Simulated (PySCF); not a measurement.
# C3H6OSSi: the cost of one run

Programs: PySCF 2.14.0, with density-fitted response routines of our own. Each step states its level of theory. These are calculated values for one molecule in the gas phase, unless marked as measured. Atoms are numbered from 0 throughout.

## Step 1: Starting geometry

12 atoms, charge 0, multiplicity 1; geometry from: GFN2-xTB. The atoms were then displaced at random by about 0.01 Å, so the start is not that level's minimum.

Bonds of the start (Å): C0–C1 1.34, C1–C2 1.45, C2–O3 1.25, C1–S4 1.75, S4–Si5 2.20, C0–H6 1.05, C0–H7 1.09, C2–H8 1.10, Si5–H9 1.46, Si5–H10 1.44, Si5–H11 1.48.

## Step 2: Optimising the geometry at PBE0-D3(BJ)/def2-SVP

What the job is given:

```
{"job": {"xc": "PBE0", "basis": "def2-SVP", "d3": "d3bj", "grid": 1, "shake": 0.01, "kind": "geom"}, "charge": 0, "multiplicity": 1}
C     -1.900120    -1.325010    -0.298670
C     -0.819170    -0.558320    -0.133040
C     -0.930490     0.777470     0.424650
O      0.057960     1.528270     0.608840
S      0.780550    -1.117640    -0.575870
Si     2.104660     0.555590    -0.037050
H     -1.855710    -2.289480    -0.721640
H     -2.876140    -0.919420    -0.032740
H     -1.934700     1.097760     0.722090
H      2.169450     0.694160     1.419460
H      1.896930     1.659080    -0.938850
H      3.346460    -0.130720    -0.446200
```

Command:

```bash
OMP_NUM_THREADS=1 python probes_run.py task.json out
```

The driver reads the jobs from task.json and runs them one after another.

**Question.** How long does this first job take on 1 thread of Arm Neoverse V2, shared host, and how much memory does it need?

About 58 s, with a peak of 0.53 GiB.
